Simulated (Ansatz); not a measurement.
**C₆H₄HfO: a ladder of functionals and wavefunction methods**

An exercise on one series of results from a longer session: the logs are not shown, and one member is left open.

Computed with Ansatz 0.2.0, Gaussian basis. Level: functionals in def2-TZVPP, the program's frozen cores in correlated methods.

Plan: LDA (SPW92), PBE-D4, revPBE-D4, BLYP-D4, r2SCAN-D4, B97M-V, PBE0-D4, B3LYP-D4, r2SCANh-D4, r2SCAN0-D4, HSE06-D4, BHLYP-D4, CAM-B3LYP-D4, LC-ωPBE, ωB97X-V, ωB97M-V, B2PLYP, PBE-QIDH; CCSD(T)/def2-SVP; MP2/def2-TZVPP; MP2/def2-QZVPP; RPA on PBE.

## The relaxed structure

An earlier PBE0-D4 in a triple-zeta def2 set relaxation fixed the geometry. Hf takes the def2 core potential; no spin-orbit term is included.

SMILES `C#[C][Hf]([OH])([C]#C)[C]#C`, 12 atoms, charge 0, spin multiplicity 1.

Atoms are counted from 1 here; the program's logs count them from 0.

Bond lengths: C1–C2 1.215 Å, C1–H9 1.067 Å, C2–Hf3 2.183 Å, Hf3–O4 1.888 Å, Hf3–C5 2.183 Å, Hf3–C7 2.183 Å, O4–H10 0.952 Å, C5–C6 1.215 Å, C6–H11 1.067 Å, C7–C8 1.215 Å, C8–H12 1.067 Å. Angles: C2–C1–H9 179.9°, C1–C2–Hf3 178.1°, C2–Hf3–O4 109.0°, C2–Hf3–C5 109.9°, C2–Hf3–C7 109.9°, O4–Hf3–C5 109.0°, O4–Hf3–C7 109.0°, C5–Hf3–C7 109.9°, Hf3–O4–H10 180.0°, Hf3–C5–C6 178.1°, C5–C6–H11 179.9°, Hf3–C7–C8 178.1°, C7–C8–H12 179.9°.

As a file:

```mol
C6H4HfO
  3D, bonds by distance, orders not assigned

 12 11  0  0  0  0  0  0  0  0999 V2000
   -2.6063    1.8607    0.6763 C   0  0
   -1.7144    1.1490    0.2579 C   0  0
   -0.0785   -0.1232   -0.4282 Hf  0  0
   -0.4060   -0.6357   -2.2154 O   0  0
    1.8060    0.9750   -0.3374 C   0  0
    2.8497    1.5911   -0.2463 C   0  0
    0.0431   -1.9140    0.8142 C   0  0
    0.1175   -2.8870    1.5388 C   0  0
   -3.3887    2.4858    1.0453 H   0  0
   -0.5715   -0.8935   -3.1169 H   0  0
    3.7660    2.1322   -0.1646 H   0  0
    0.1831   -3.7404    2.1763 H   0  0
  1  2  8  0
  2  3  8  0
  3  4  8  0
  3  5  8  0
  5  6  8  0
  3  7  8  0
  7  8  8  0
  1  9  8  0
  4 10  8  0
  6 11  8  0
  8 12  8  0
M  END
```

Set-up of the first run:

in.yaml reads:

```yaml
crystal:
  periodic: [false, false, false]
  atoms:
    - {symbol: C, position_ang: [-2.606327, 1.860735, 0.676343]}
    - {symbol: C, position_ang: [-1.714402, 1.149007, 0.257873]}
    - {symbol: Hf, position_ang: [-0.078457, -0.123172, -0.428175]}
    - {symbol: O, position_ang: [-0.406024, -0.635718, -2.215420]}
    - {symbol: C, position_ang: [1.805998, 0.975019, -0.337439]}
    - {symbol: C, position_ang: [2.849730, 1.591076, -0.246309]}
    - {symbol: C, position_ang: [0.043064, -1.914032, 0.814215]}
    - {symbol: C, position_ang: [0.117509, -2.887021, 1.538752]}
    - {symbol: H, position_ang: [-3.388714, 2.485809, 1.045303]}
    - {symbol: H, position_ang: [-0.571490, -0.893526, -3.116882]}
    - {symbol: H, position_ang: [3.765967, 2.132195, -0.164584]}
    - {symbol: H, position_ang: [0.183148, -3.740362, 2.176313]}
basis:
  gaussian: {orbitals: def2-TZVPP}
hamiltonian: {xc: lda}
output: {orbitals: {seedname: orbitals}}
```

Command:

```console
> ansatz run in.yaml --threads 4 --pin off --events-out ev --progress --plain --max-ram 11315MiB
```

Among the steps run: LDA; PBE-D4 (GGA); revPBE-D4 (GGA); BLYP-D4 (GGA); r2SCAN-D4 (meta-GGA); B97M-V (meta-GGA); B3LYP-D4 (hybrid); r2SCANh-D4 (hybrid); r2SCAN0-D4 (hybrid); HSE06-D4 (hybrid); BHLYP-D4 (hybrid); CAM-B3LYP-D4 (range-separated); LC-ωPBE (range-separated); ωB97X-V (range-separated); ωB97M-V (range-separated); B2PLYP (double hybrid); PBE-QIDH (double hybrid).

One of the session's tables, all rows but one given; the rest of the session is left out.

It belongs to the step «Frontier levels by functional». 

```
  functional  HOMO (eV)  LUMO (eV)  gap (eV)
 LDA (SPW92)      -7.02      -2.94      4.08
      PBE-D4      -6.81      -2.67      4.14
   revPBE-D4      -6.73      -2.57      4.17
     BLYP-D4      -6.62      -2.53      4.09
   r2SCAN-D4          ?          ?         ?
      B97M-V      -6.98      -2.45      4.52
     PBE0-D4      -7.97      -1.87      6.10
    B3LYP-D4      -7.71      -2.06      5.65
  r2SCANh-D4      -7.47      -2.21      5.26
  r2SCAN0-D4      -8.13      -1.77      6.36
    HSE06-D4      -7.57      -2.24      5.33
    BHLYP-D4      -8.95      -0.92      8.03
CAM-B3LYP-D4      -9.28      -0.82      8.46
     LC-ωPBE     -10.73       0.31     11.04
     ωB97X-V     -10.30       0.22     10.51
     ωB97M-V     -10.18       0.11     10.28
```

Q: Estimate the row for r2SCAN-D4 from the others.

Worked estimate for «HOMO (eV)». Against the share of exact exchange, r2SCANh-D4 (0.1, -7.47), r2SCAN0-D4 (0.25, -8.13) give a slope of -4.40 per unit share; at 0 the line stands at -7.03.

As computed: HOMO (eV): -7.04; LUMO (eV): -2.50; gap (eV): 4.54. In «HOMO (eV)» the line misses by +0.01.
